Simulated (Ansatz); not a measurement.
# Hf (P6/mmm): an equation of state far from equilibrium

The task here is to estimate one member of a computed series from the others.

Method: DFT PBEsol, scalar-relativistic, plane waves, PAW, in Ansatz 0.2.0.

### The starting structure

Symmetry: P6/mmm, No. 191, hexagonal system. The conventional cell has a = 4.919 Å, b = 4.919 Å, c = 3.061 Å, α = 90.00°, β = 90.00°, γ = 120.00°. Hf (site symmetry -6m2) is surrounded by 11 Hf at 2.84 to 3.23 Å. Hf (site symmetry 6/mmm) is surrounded by 14 Hf at 3.06 to 3.23 Å.

Structure file:

```
Hf
1.0
     4.91888    0.00000    0.00000
    -2.45944    4.25988    0.00000
     0.00000    0.00000    3.06061
Hf
3
Direct
  0.66667 0.33333 0.50000
  0.33333 0.66667 0.50000
  0.00000 0.00000 0.00000
```

This cell comes from an earlier session at PBEsol: 21.377 Å³/atom at 0.01 GPa, on a 10×10×12 mesh.

Set-up of the first run:

Input file input.yaml:

```yaml
crystal:
  lattice:
    - [4.8524012719, 0.0, 0.0]
    - [-2.426200636, 4.2023027709, 0.0]
    - [0.0, 0.0, 3.0192461348]
  atoms:
    - { symbol: Hf, position: [0.6666666667, 0.3333333333, 0.5] }
    - { symbol: Hf, position: [0.3333333333, 0.6666666667, 0.5] }
    - { symbol: Hf, position: [0.0, 0.0, 0.0] }
basis:
  ecutwfc: 420
  ecutrho_ratio: 4
kpoints:
  mp_grid: { grid: [10, 10, 14] }
hamiltonian:
  xc: pbesol
scf:
  occupations: { method: gaussian, width: 0.05 }
output:
  forces: true
  stress: true
  eigenvalues: true
relax:
  f_tol: 0.01
  max_steps: 40
  cell: { stress_tol: 0.1, fix: [volume] }
```

Started as:

```
$ ansatz run input.yaml --threads 1 --pin off --max-ram 2560MiB --backend cpu --events-out ev --progress --plain --runs-dir out
```

Among the steps run: Volume × 0.96; Volume × 1.04; Volume × 0.92; Volume × 0.88; Volume × 0.84; Volume × 0.8; Volume × 0.76; Volume × 0.72; Volume × 0.68; Volume × 0.64.

One of the session's tables, all rows but one given; the rest of the session is left out.

| volume (Å³/atom) | energy above the lowest (meV/atom) | pressure (GPa) |
| --- | --- | --- |
| 13.681 | 1927.4 | 113.1 |
| 14.536 | ? | ? |
| 15.392 | 980.6 | 67.5 |
| 16.247 | 665.2 | 51.2 |
| 17.102 | 428.4 | 37.9 |
| 17.957 | 255.9 | 27.2 |
| 18.812 | 135.4 | 18.4 |
| 19.667 | 57.3 | 11.1 |
| 20.522 | 14.5 | 5.1 |
| 21.377 | 0.0 | 0.0 |
| 22.232 | 11.6 | -4.2 |

Estimate the missing values for volume (Å³/atom) = 14.536.

Worked estimate for «energy above the lowest (meV/atom)». A straight line through the neighbours (13.681, 1927.4) and (15.392, 980.6) gives 1927.4 + (980.6 − 1927.4) × (14.536 − 13.681) / (15.392 − 13.681) = 1454.3; a parabola fitted to 3 rows on both sides gives 1401.7.

**Answer.** energy above the lowest (meV/atom): 1392.9; pressure (GPa): 87.7. In «energy above the lowest (meV/atom)» the line misses by +61.4 and the parabola by +8.8.

Caveats from the session: The k mesh is not the same at all volumes. Other structures may be lower in enthalpy at these pressures. Warnings in the runs' records: eigensolver not converged.
